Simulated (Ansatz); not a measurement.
# MgB2 (P6/mmm): a single-point run

Aim: a sound single-point run of MgB2 (P6/mmm). The structure is shown as the input types it.

Program: Ansatz 0.2.0. Level of theory: DFT r2SCAN, scalar-relativistic, plane waves, PAW. These are calculated values, not measurements.

### 1 The structure to begin with

Symmetry: P6/mmm, No. 191, hexagonal system. Conventional cell: a = 3.072 Å, b = 3.072 Å, c = 3.499 Å, α = 90.00°, β = 90.00°, γ = 120.00°. Mg (site symmetry 6/mmm) is surrounded by 12 B at 2.49 Å. B (site symmetry -6m2) has 3 B at 1.77 Å and 6 Mg at 2.49 Å as nearest neighbours.

Coordinates:

```
CELL_PARAMETERS angstrom
3.07215 0.00000 0.00000
-1.53607 2.66056 0.00000
0.00000 0.00000 3.49936
ATOMIC_POSITIONS crystal
Mg 0.00000 0.00000 0.00000
B 0.33333 0.66667 0.50000
B 0.66667 0.33333 0.50000
```

### 2 The run

Input file input.yaml:

```yaml
crystal:
  lattice:
    - [3.072148008315, -2.886758726671e-11, 0.0]
    - [-1.536074004133, 2.660558219401, 0.0]
    - [0.0, 0.0, 3.4993583942]
  atoms:
    - { symbol: Mg, position: [0.0, 0.0, 0.0] }
    - { symbol: B, position: [0.3333333333333, 0.6666666666667, 0.5] }
    - { symbol: B, position: [0.6666666666667, 0.3333333333333, 0.5] }
basis:
  ecutwfc: 500
  ecutrho_ratio: 4
kpoints:
  mp_grid: { grid: [12, 12, 10] }
hamiltonian:
  xc: r2scan
scf:
  occupations: { method: gaussian, width: 0.05 }
  mixing: { algorithm: anderson, beta: 0.95, ndim: 1, preconditioner: none }
  max_iter: 100
output:
  forces: true
  stress: true
```

On the command line:

```console
> ansatz run input.yaml --threads 4 --pin off --max-ram 7168MiB --backend cpu --events-out ev --progress --plain --runs-dir out
```

What happens when this is run?

This run ends as converged. That alone doesn't make the input a sound one.

In the input, scf.mixing.algorithm is anderson; scf.mixing.beta is 0.95; scf.mixing.ndim is 1; scf.mixing.preconditioner is none. What could go wrong: mixing too aggressive. Here it converged all the same; such a setting changes the road, not the converged state. Several mixing settings were changed at once, so this run can't tell how much each is to blame.

Run again and compare: delete scf.mixing.algorithm, scf.mixing.beta, scf.mixing.ndim and scf.mixing.preconditioner (the default then holds).
